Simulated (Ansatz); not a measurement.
# Ge: ab initio molecular dynamics

Aim: for Ge, follow short trajectories in a supercell.

Program: Ansatz 0.2.0. Level of theory: DFT PBEsol, scalar-relativistic, plane waves, PAW. These are calculated values, not measurements.

5 further runs of the same task are left out: 5 set aside as unsound or not needed.

## (1) The structure to begin with

The structure is hexagonal, space group P6_3/mmc (No. 194). Conventional cell: a = 3.797 Å, b = 3.797 Å, c = 6.249 Å, α = 90.00°, β = 90.00°, γ = 120.00°. Around Ge (site symmetry -3m) lie 6 Ge at 2.69 Å. Around Ge (site symmetry -6m2) lie 6 Ge at 2.69 Å.

Structure file:

```xyz
16
Lattice="3.7971 0.0000 -6.2493 3.7971 0.0000 6.2493 -3.7971 -6.5767 0.0000" Properties=species:S:1:pos:R:3 pbc="T T T"
Ge    1.8985   -3.2883   -5.8047
Ge    1.8985   -3.2883    0.4446
Ge    0.0000   -6.5767   -5.8047
Ge    0.0000   -6.5767    0.4446
Ge    3.7971    0.0000   -2.6800
Ge    3.7971    0.0000    3.5693
Ge    1.8985   -3.2883   -2.6800
Ge    1.8985   -3.2883    3.5693
Ge    1.8985   -1.0961   -1.1177
Ge    5.6956   -1.0961   -1.1177
Ge    0.0000   -4.3845   -1.1177
Ge    3.7971   -4.3845   -1.1177
Ge    0.0000   -2.1922    2.0070
Ge    3.7971   -2.1922    2.0070
Ge   -1.8985   -5.4806    2.0070
Ge    1.8985   -5.4806    2.0070
```

It goes back to an entry of the Materials Project, which need not be the stable form.

It is built from the cell relaxed beforehand with the same method (19.51 Å³/atom).

## (2) Reference: the perfect supercell

File input.yaml:

```yaml
crystal:
  lattice:
    - [3.7970528725, 0.0, -6.249342533]
    - [3.7970528725, 0.0, 6.249342533]
    - [-3.7970528725, -6.5766884943, 0.0]
  atoms:
    - { symbol: Ge, position: [0.964425722, 0.035574278, 0.5] }
    - { symbol: Ge, position: [0.464425722, 0.535574278, 0.5] }
    - { symbol: Ge, position: [0.964425722, 0.035574278, 1.0] }
    - { symbol: Ge, position: [0.464425722, 0.535574278, 1.0] }
    - { symbol: Ge, position: [0.714425722, 0.285574278, 0.0] }
    - { symbol: Ge, position: [0.214425722, 0.785574278, 0.0] }
    - { symbol: Ge, position: [0.714425722, 0.285574278, 0.5] }
    - { symbol: Ge, position: [0.214425722, 0.785574278, 0.5] }
    - { symbol: Ge, position: [0.4227576113, 0.2439090553, 0.1666666667] }
    - { symbol: Ge, position: [0.9227576113, 0.7439090553, 0.1666666667] }
    - { symbol: Ge, position: [0.4227576113, 0.2439090553, 0.6666666667] }
    - { symbol: Ge, position: [0.9227576113, 0.7439090553, 0.6666666667] }
    - { symbol: Ge, position: [0.0060909447, 0.3272423887, 0.3333333333] }
    - { symbol: Ge, position: [0.5060909447, 0.8272423887, 0.3333333333] }
    - { symbol: Ge, position: [0.0060909447, 0.3272423887, 0.8333333333] }
    - { symbol: Ge, position: [0.5060909447, 0.8272423887, 0.8333333333] }
  symmetry: { detect: false }
basis:
  ecutwfc: 420
kpoints:
  mp_grid: { grid: [4, 4, 4], shift: [0.5, 0.5, 0.5] }
hamiltonian:
  xc: pbesol
scf:
  occupations: { method: gaussian, width: 0.1 }
output:
  forces: true
  stress: true
  eigenvalues: true
```

The run is started by

```console
ansatz run input.yaml --threads 4 --pin off --max-ram 9216MiB --backend cpu --events-out ev --progress --plain --runs-dir out
```

Log, cut to the lines that bear on the results:

```text
Warning: RAYON_NUM_THREADS=4 ignored (pool sized by the plan → 4); use --threads N
[...]
Pseudopotentials: kind: paw
Pseudopotential: Ge, paw, valence charge 14, recommended cutoff 420 eV (normal), Ge.paw.azcp
Functional definition: PBEsol
[...]
Crystal: 16 atoms, lattice volume = 312.118 Å³
Basis set: ecut = 420 eV, 6105 PW (Γ), exchange–correlation on 100×100×108 points (8 copies of the dense FFT grid, shifted against one another)
Bands: 135, of which v1, the nominal top of the filled ones, is band 112 counted from 1 (111 counted from 0)
Symmetry: 1 space group operations
k-points: 32 of 64 (time reversal used)
[...]
SCF iter   1: F=—  HF=-68052.297184 eV  |F-HF|=—  |Δ(HF+E_count)|=         —  Δρ=2.51e-3  dr2=2.08e-2  ethr=1.77e-3  ⟨swp⟩=5.7  Hψ=15072  notcnv=0  defer=47
[...]
SCF iter   7: F=-68052.283206 eV  HF=-68052.283206 eV  |F-HF|=7.30e-8  |Δ(HF+E_count)|=   4.90e-8  Δρ=4.54e-6  dr2=7.49e-8  ethr=4.46e-11  ⟨swp⟩=6.8  Hψ=20461  notcnv=0
[...]
SCF converged after 7 iterations
Free energy (F): -68052.283206 eV
[...]
E sigma→0 (E₀):  -68052.266393 eV
Entropy (-TS):   -0.033627 eV (-2.102 meV/atom)
Fermi energy:    10.269893 eV
[...]
--- Forces (eV/Å), atoms counted from 1 ---
  atom   1  Ge     0.00000005    -0.00000666     0.00002881
  atom   2  Ge    -0.00000002    -0.00000647     0.00002872
  atom   3  Ge     0.00000017    -0.00000671     0.00002876
  atom   4  Ge    -0.00000016    -0.00000667     0.00002871
  atom   5  Ge     0.00000005     0.00000667     0.00002881
  atom   6  Ge    -0.00000007     0.00000652     0.00002877
  atom   7  Ge    -0.00000012     0.00000666     0.00002876
  atom   8  Ge     0.00000013     0.00000675     0.00002877
[...]
--- Stress (GPa, compression-positive) ---
        0.101461      -0.000000       0.000000
       -0.000000       0.621129       0.000000
        0.000000       0.000000      -0.965078
  P = ⅓ Tr σ = -0.0808 GPa (-0.808 kbar)
--- Band table (eV; the first three rows and the last of 32) ---
[...]
```

It took 54 s on 4 threads of Intel Xeon at 2.50GHz (Skylake/Cascade Lake), shared host; peak memory 1.7 GiB.

## (3) The perfect supercell under the smearing of the next run

Edit input.yaml of step 2 so:

```diff
@@ -22,3 +22,2 @@
     - { symbol: Ge, position: [0.5060909447, 0.8272423887, 0.8333333333] }
-  symmetry: { detect: false }
 basis:
@@ -30,3 +29,3 @@
 scf:
-  occupations: { method: gaussian, width: 0.1 }
+  occupations: { method: fermi_dirac, width: 0.05 }
 output:
```

The run is started by

```console
ansatz run input.yaml --threads 4 --pin off --max-ram 9216MiB --backend cpu --events-out ev --progress --plain --runs-dir out
```

Log, cut to the lines that bear on the results:

```text
[...]
SCF converged after 7 iterations
Free energy (F): -68052.294362 eV
[...]
E sigma→0 (E₀):  -68052.265791 eV
Entropy (-TS):   -0.057142 eV (-3.571 meV/atom)
Fermi energy:    10.271706 eV
[...]
--- Forces (eV/Å), atoms counted from 1 ---
  atom   1  Ge    -0.00000000     0.00000000     0.00000000
  atom   2  Ge    -0.00000000     0.00000000     0.00000000
  atom   3  Ge    -0.00000000     0.00000000     0.00000000
  atom   4  Ge    -0.00000000    -0.00000000     0.00000000
  atom   5  Ge     0.00000000     0.00000000     0.00000000
  atom   6  Ge    -0.00000000     0.00000000     0.00000000
  atom   7  Ge    -0.00000000     0.00000000     0.00000000
  atom   8  Ge    -0.00000000     0.00000000     0.00000000
[...]
--- Stress (GPa, compression-positive) ---
        0.090637      -0.000000       0.000000
       -0.000000       0.547098      -0.000000
        0.000000       0.000000      -0.856533
  P = ⅓ Tr σ = -0.0729 GPa (-0.729 kbar)
--- Band table (eV; the first three rows and the last of 15) ---
[...]
```

Run time: 19 s. Hardware: 4 threads of Intel Xeon at 2.50GHz (Skylake/Cascade Lake), shared host; peak memory 1.4 GiB.

## (4) Molecular dynamics, 300 K

47 steps of 3 fs with a Langevin thermostat, velocities drawn for 300 K, at 1.03 times the reference volume.

Edit input.yaml of step 3 so:

```diff
@@ -2,5 +2,5 @@
   lattice:
-    - [3.7970528725, 0.0, -6.249342533]
-    - [3.7970528725, 0.0, 6.249342533]
-    - [-3.7970528725, -6.5766884943, 0.0]
+    - [3.8346499005, 0.0, -6.3112212359]
+    - [3.8346499005, 0.0, 6.3112212359]
+    - [-3.8346499005, -6.641808457, 0.0]
   atoms:
@@ -30,2 +30,4 @@
   occupations: { method: fermi_dirac, width: 0.05 }
+  lower_state_search: "off"
+  convergence: { dr2_threshold: 1.0e-07 }
 output:
@@ -33,2 +35,9 @@
   stress: true
-  eigenvalues: true
+md:
+  timestep: 3.0
+  n_steps: 47
+  ensemble: nvt_langevin
+  temperature: 300.0
+  initial_velocities: maxwell_boltzmann
+  seed: 88560
+  friction: 0.02
```

The run is started by

```console
ansatz run input.yaml --threads 4 --pin off --max-ram 9216MiB --backend cpu --events-out ev --progress --plain --runs-dir out
```

Log, cut to the lines that bear on the results:

```text
Warning: md: disabling space-group detection — thermal motion breaks the input geometry's symmetry, so no spatial operation reduces the k-mesh or symmetrises the density; time reversal is kept, so that k and −k are solved as one point where they differ and the mesh holds both, and exact [...]
Warning: output.stress: scf.convergence.dr2_threshold = 1e-7 eV (the SCF's general default) is looser than the 1.6e-9 eV advised for a printed stress (1e-10 eV for each atom of the cell: 16). What an SCF threshold leaves in a stress goes as its square root, and in the free energy as the [...]
Warning: RAYON_NUM_THREADS=4 ignored (pool sized by the plan → 4); use --threads N
[...]
Pseudopotentials: kind: paw
Pseudopotential: Ge, paw, valence charge 14, recommended cutoff 420 eV (normal), Ge.paw.azcp
Functional definition: PBEsol
[...]
Crystal: 16 atoms, lattice volume = 321.481 Å³
Basis set: ecut = 420 eV, 6271 PW (Γ), exchange–correlation on 100×100×108 points (8 copies of the dense FFT grid, shifted against one another)
Bands: 135, of which v1, the nominal top of the filled ones, is band 112 counted from 1 (111 counted from 0)
Symmetry: 1 space group operations
[...]
md step    46: t =   138.00 fs  T =   229.1 K  F+E_penalty+E_count = -68051.70788946 eV  E_kin = 0.473894 eV  P_inst = -0.7501 GPa  (4 SCF iters)
[...]
md step    47: t =   141.00 fs  T =   219.3 K  F+E_penalty+E_count = -68051.70173412 eV  E_kin = 0.453466 eV  P_inst = -0.7409 GPa  (6 SCF iters)
SCF converged after 6 iterations
Free energy (F): -68051.701734 eV
[...]
E sigma→0 (E₀):  -68051.673666 eV
Entropy (-TS):   -0.056137 eV (-3.509 meV/atom)
Fermi energy:    9.859061 eV
[...]
--- Forces (eV/Å), atoms counted from 1 ---
  atom   1  Ge     0.23827983    -0.27958809    -0.06058943
  atom   2  Ge    -0.62822919     0.05076618     0.38875925
  atom   3  Ge     0.25358863    -0.04589913    -0.35642883
  atom   4  Ge     0.13678240     0.13574776    -0.14219040
  atom   5  Ge     0.34784467    -0.10564464     0.04091834
  atom   6  Ge    -0.13689439     0.03893120     0.36888077
  atom   7  Ge    -0.05736091    -0.25512376    -0.21083570
  atom   8  Ge    -0.03193757    -0.31734162     0.27312637
[...]
--- Stress (GPa, compression-positive) ---
       -0.773709       0.050619      -0.199663
        0.050619      -1.043773       0.543366
       -0.199663       0.543366      -0.857066
  P = ⅓ Tr σ = -0.8915 GPa (-8.915 kbar)
--- MD trajectory: 47 steps, t = 0.0 → 141.0 fs ---
  final state: T = 219.3 K   F+E_penalty+E_count = -68051.70173412 eV   E_kin = 0.453466 eV
```

Wall time 35 min (4 threads of Intel Xeon at 2.50GHz (Skylake/Cascade Lake), shared host); peak memory 2.4 GiB.

## (5) The trajectory in numbers

One row in 2; energies are changes from the first frame, and the pressure holds the kinetic part:

| time (fs) | T (K) | potential (meV/atom) | pressure (GPa) |
| --- | --- | --- | --- |
| 0.0 | 281 | 0.0 | -1.9 |
| 6.0 | 242 | 0.6 | -1.9 |
| 12.0 | 288 | 2.3 | -1.8 |
| 18.0 | 286 | 5.0 | -1.7 |
| 24.0 | 263 | 8.2 | -1.6 |
| 30.0 | 200 | 11.4 | -1.5 |
| 36.0 | 184 | 14.4 | -1.4 |
| 42.0 | 197 | 17.0 | -1.3 |
| 48.0 | 213 | 19.2 | -1.3 |
| 54.0 | 314 | 20.4 | -1.2 |
| 60.0 | 307 | 21.0 | -1.2 |
| 66.0 | 363 | 21.5 | -1.1 |
| 72.0 | 332 | 22.5 | -1.1 |
| 78.0 | 316 | 24.5 | -1.0 |
| 84.0 | 288 | 25.5 | -1.0 |
| 90.0 | 353 | 26.1 | -1.0 |
| 96.0 | 294 | 27.3 | -1.0 |
| 102.0 | 261 | 27.8 | -1.0 |
| 108.0 | 312 | 27.9 | -0.9 |
| 114.0 | 253 | 28.6 | -0.9 |
| 120.0 | 245 | 29.1 | -0.9 |
| 126.0 | 234 | 29.7 | -0.9 |
| 132.0 | 209 | 31.4 | -0.8 |
| 138.0 | 229 | 32.6 | -0.8 |

Frames as positions (Å) and forces (eV/Å):

```xyz
16
Lattice="3.835 0.000 -6.311 3.835 0.000 6.311 -3.835 -6.642 0.000" Properties=species:S:1:pos:R:3:forces:R:3 pbc="T T T" time_fs=93.0 T_K=326
Ge    1.847   -3.428   -6.091    0.164    0.059    0.408
Ge    1.961   -3.499    0.416   -0.470    0.093    0.347
Ge    0.146   -6.679   -5.854    0.155   -0.060   -0.044
Ge   -0.168   -6.771    0.509    0.373    0.057    0.049
Ge    3.879    0.081   -2.606    0.214   -0.541   -0.294
Ge    3.846    0.048    3.666   -0.012   -0.065   -0.133
Ge    1.924   -3.286   -2.701   -0.043    0.233    0.060
Ge    2.026   -3.253    3.472   -0.344   -0.011   -0.263
Ge    1.903   -1.101   -1.247    0.147   -0.133    0.191
Ge    5.799   -1.155   -1.016   -0.113    0.329   -0.278
Ge   -0.130   -4.483   -1.217    0.494    0.285    0.249
Ge    3.781   -4.388   -1.158    0.234   -0.347   -0.318
Ge   -0.052   -2.249    1.916    0.218   -0.109    0.120
Ge    3.957   -2.318    1.965   -0.241    0.204   -0.044
Ge   -1.834   -5.411    2.138   -0.237   -0.458   -0.190
Ge    2.060   -5.788    1.897   -0.539    0.465    0.141
16
Lattice="3.835 0.000 -6.311 3.835 0.000 6.311 -3.835 -6.642 0.000" Properties=species:S:1:pos:R:3:forces:R:3 pbc="T T T" time_fs=141.0 T_K=219
Ge    1.861   -3.440   -6.003    0.238   -0.280   -0.061
Ge    2.047   -3.587    0.507   -0.628    0.051    0.389
Ge    0.138   -6.717   -5.786    0.254   -0.046   -0.356
Ge   -0.106   -6.769    0.500    0.137    0.136   -0.142
Ge    3.816    0.028   -2.699    0.348   -0.106    0.041
Ge    3.922    0.011    3.607   -0.137    0.039    0.369
Ge    1.940   -3.215   -2.639   -0.057   -0.255   -0.211
Ge    1.997   -3.085    3.352   -0.032   -0.317    0.273
Ge    2.064   -1.150   -1.187   -0.430    0.103    0.212
Ge    5.834   -1.187   -0.962   -0.157    0.331   -0.330
Ge   -0.100   -4.417   -1.324    0.124    0.072    0.095
Ge    3.761   -4.363   -1.154    0.617   -0.560   -0.361
Ge   -0.019   -2.331    1.867    0.043   -0.053    0.008
Ge    4.021   -2.278    1.958   -0.275    0.148    0.054
Ge   -1.879   -5.498    2.147    0.036   -0.082   -0.100
Ge    1.945   -5.902    1.885   -0.078    0.820    0.120
```

Pair distribution functions g(r) over the second half, up to half the cell's height:

| r (Å) | Ge-Ge |
| --- | --- |
| 2.35 | 0.0 |
| 2.45 | 0.2 |
| 2.55 | 2.0 |
| 2.65 | 3.8 |
| 2.75 | 4.1 |
| 2.85 | 1.8 |

## (6) The last frame on a finer mesh

File input.yaml:

```yaml
crystal:
  lattice:
    - [3.8346499005, 0.0, -6.3112212359]
    - [3.8346499005, 0.0, 6.3112212359]
    - [-3.8346499005, -6.641808457, 0.0]
  atoms:
    - { symbol: Ge, position: [0.9771432913, 0.0260352291, 0.5179373624] }
    - { symbol: Ge, position: [0.4967659797, 0.577064406, 0.5400903533] }
    - { symbol: Ge, position: [0.9820130983, 0.0652638661, 0.0113106724] }
    - { symbol: Ge, position: [0.4561346937, 0.5352862349, 0.0191135681] }
    - { symbol: Ge, position: [0.7092889365, 0.2816933482, 0.9957384848] }
    - { symbol: Ge, position: [0.2248595469, 0.7963576066, 0.998395892] }
    - { symbol: Ge, position: [0.7041121164, 0.2859754286, 0.4841091114] }
    - { symbol: Ge, position: [0.2271103599, 0.7582302004, 0.4644634409] }
    - { symbol: Ge, position: [0.4497695192, 0.2616650826, 0.1732190213] }
    - { symbol: Ge, position: [0.9263032538, 0.7739019655, 0.1787335115] }
    - { symbol: Ge, position: [0.4243952315, 0.2146114997, 0.665007527] }
    - { symbol: Ge, position: [0.9102778891, 0.7273724979, 0.6568550007] }
    - { symbol: Ge, position: [0.0251394822, 0.320916364, 0.3509678427] }
    - { symbol: Ge, position: [0.5407285923, 0.8509387705, 0.3430185758] }
    - { symbol: Ge, position: [0.9988251028, 0.3390114349, 0.8278570218] }
    - { symbol: Ge, position: [0.5485623118, 0.8472291951, 0.8886256264] }
basis:
  ecutwfc: 420
kpoints:
  mp_grid: { grid: [6, 6, 6] }
hamiltonian:
  xc: pbesol
scf:
  occupations: { method: fermi_dirac, width: 0.05 }
output:
  forces: true
  stress: true
  eigenvalues: true
  populations: true
  write_density: true
  write_potential: true
  elf: true
  volumetric_format: npy
```

The run is started by

```console
ansatz run input.yaml --threads 4 --pin off --max-ram 9216MiB --backend cpu --events-out ev --progress --plain --runs-dir out
```

Log, cut to the lines that bear on the results:

```text
Warning: RAYON_NUM_THREADS=4 ignored (pool sized by the plan → 4); use --threads N
[...]
Pseudopotentials: kind: paw
Pseudopotential: Ge, paw, valence charge 14, recommended cutoff 420 eV (normal), Ge.paw.azcp
Functional definition: PBEsol
[...]
Crystal: 16 atoms, lattice volume = 321.481 Å³
Basis set: ecut = 420 eV, 6271 PW (Γ), exchange–correlation on 100×100×108 points (8 copies of the dense FFT grid, shifted against one another)
Bands: 135, of which v1, the nominal top of the filled ones, is band 112 counted from 1 (111 counted from 0)
Symmetry: 1 space group operations
Space group: P1 (ITA 1), of the structure as read, at distance tolerance 6.9e-5 Å
k-points: 112 of 216 (time reversal used)
[...]
SCF iter   1: F=—  HF=-68051.813407 eV  |F-HF|=—  |Δ(HF+E_count)|=         —  Δρ=2.44e-3  dr2=2.22e-2  ethr=1.77e-3  ⟨swp⟩=5.9  Hψ=53368  notcnv=0  defer=170
[...]
  atom   4  Ge     0.13098455     0.17319814    -0.10578426
  atom   5  Ge     0.36382495    -0.12958371     0.07150048
  atom   6  Ge    -0.13220064     0.03138232     0.39683087
  atom   7  Ge    -0.04880220    -0.29992973    -0.22739546
  atom   8  Ge    -0.05768758    -0.37694844     0.37455747
[...]
--- Stress (GPa, compression-positive) ---
       -0.762456      -0.000767      -0.128546
       -0.000767      -1.043414       0.339343
       -0.128546       0.339343      -0.835317
  P = ⅓ Tr σ = -0.8804 GPa (-8.804 kbar)
--- Band table (eV; the first three rows and the last of 112) ---
[...]
--- Löwdin populations: 16 sites ---
  site symbol       q [e]
     0     Ge     13.9963
     1     Ge     13.9673
     2     Ge     13.9782
     3     Ge     13.9778
     4     Ge     13.9861
     5     Ge     13.9664
     6     Ge     13.9891
     7     Ge     13.9659
     8     Ge     13.9722
     9     Ge     13.9643
    10     Ge     13.9726
    11     Ge     13.9756
    12     Ge     13.9554
    13     Ge     13.9799
    14     Ge     13.9711
    15     Ge     13.9669
  spilling = 0.001853 (of n_electrons = 224.000000)
```

Wall time 5 min (4 threads of Intel Xeon at 2.50GHz (Skylake/Cascade Lake), shared host); peak memory 3.3 GiB.

Site by site:

| atom | Löwdin electrons |
| --- | --- |
| Ge1 | 14.00 |
| Ge2 | 13.97 |
| Ge3 | 13.98 |
| Ge4 | 13.98 |
| Ge5 | 13.99 |
| Ge6 | 13.97 |
| Ge7 | 13.99 |
| Ge8 | 13.97 |
| Ge9 | 13.97 |
| Ge10 | 13.96 |
| Ge11 | 13.97 |
| Ge12 | 13.98 |
| Ge13 | 13.96 |
| Ge14 | 13.98 |
| Ge15 | 13.97 |
| Ge16 | 13.97 |

The Löwdin counts miss 0.42 of the 224 electrons, which the atomic orbitals do not span, so they are no charges.

Density in a lattice plane of the grid's cell (edges 7.38 and 7.38 Å, at 0.011 of the third edge), which holds Ge.

Ten even steps from '0' (0.08 e/Å³) to '9' (38.82 e/Å³):
```
000000000000000000000000
000000000000000000000000
000001410000000000000000
000018810000000000000000
000013100000000000000000
000000000000000000000000
000000000000000000000000
000000000001100000000000
000000000039400000000000
000000000156100000000000
000000000000000000000000
000000000000000000000000
000000000000000001200000
000000000000000029610000
000000000000000035100000
000000000000000000000000
000000000000000000000000
720000000000000000000003
710000000000000000000018
000000000000000000000011
```
Columns run along the first of these edges and rows up along the second, over one cell in 24 and 20 even steps from the bottom left corner. Atoms in the plane (fractional): Ge at (0.98, 0.07), Ge at (0.46, 0.54), Ge at (0.71, 0.28), Ge at (0.22, 0.80).

ELF in the same plane.

Values, 12 rows by 12 columns:
```
0.40 0.20 0.37 0.39 0.41 0.47 0.46 0.38 0.39 0.49 0.46 0.42
0.29 0.38 0.26 0.02 0.31 0.49 0.44 0.40 0.39 0.26 0.36 0.43
0.37 0.43 0.13 0.13 0.36 0.30 0.45 0.50 0.29 0.27 0.43 0.45
0.32 0.46 0.42 0.38 0.22 0.34 0.41 0.45 0.41 0.45 0.45 0.42
0.17 0.38 0.42 0.27 0.36 0.20 0.08 0.40 0.42 0.43 0.42 0.22
0.23 0.37 0.39 0.43 0.38 0.03 0.16 0.38 0.24 0.36 0.40 0.26
0.37 0.37 0.36 0.43 0.42 0.38 0.40 0.22 0.34 0.40 0.44 0.48
0.35 0.37 0.23 0.23 0.44 0.48 0.32 0.37 0.23 0.04 0.39 0.44
0.43 0.48 0.32 0.23 0.41 0.41 0.45 0.42 0.06 0.13 0.38 0.26
0.33 0.40 0.47 0.40 0.41 0.42 0.46 0.43 0.38 0.39 0.23 0.34
0.02 0.34 0.44 0.41 0.45 0.33 0.23 0.41 0.51 0.37 0.36 0.18
0.19 0.38 0.23 0.42 0.48 0.30 0.28 0.44 0.43 0.51 0.43 0.14
```
Columns run along the first of these edges and rows up along the second, over one cell in 12 and 12 even steps from the bottom left corner. Atoms in the plane (fractional): Ge at (0.98, 0.07), Ge at (0.46, 0.54), Ge at (0.71, 0.28), Ge at (0.22, 0.80).

Both are smooth fields of the valence electrons: close to the nuclei they are not physical.

Maxima of ELF outside the ion cores: 0.65 on the Ge–Ge line, 1.3 Å from Ge; 0.49 beside Ge, off the lines to its neighbours, 1.2 Å from Ge.

Against the trajectory's mesh the free energy moves by -6.1 meV/atom and the forces by up to 0.120 eV/Å.

## (7) Summary of results

| quantity | value |
| --- | --- |
| mean temperature, second half (300 K run) | 272 K, spread 43 K |
| mean pressure, second half (300 K run) | -0.9 GPa |
| mean potential energy above the perfect cell (300 K run) | 32 meV/atom |
| mean square move, first to last frame (300 K run) | Ge 0.04 Å² |

In words: Over the second half of the 300 K run the temperature averages 272 K, with a standard deviation of 43 K. Among the stored frames no atom gets farther than 0.4 Å from its first place (drift of the whole removed), against a shortest distance of 2.72 Å, so within this short run the atoms stay near their sites. The coarse mesh of the trajectory leaves force errors of up to 0.12 eV/Å. The trajectories are far too short for converged averages.
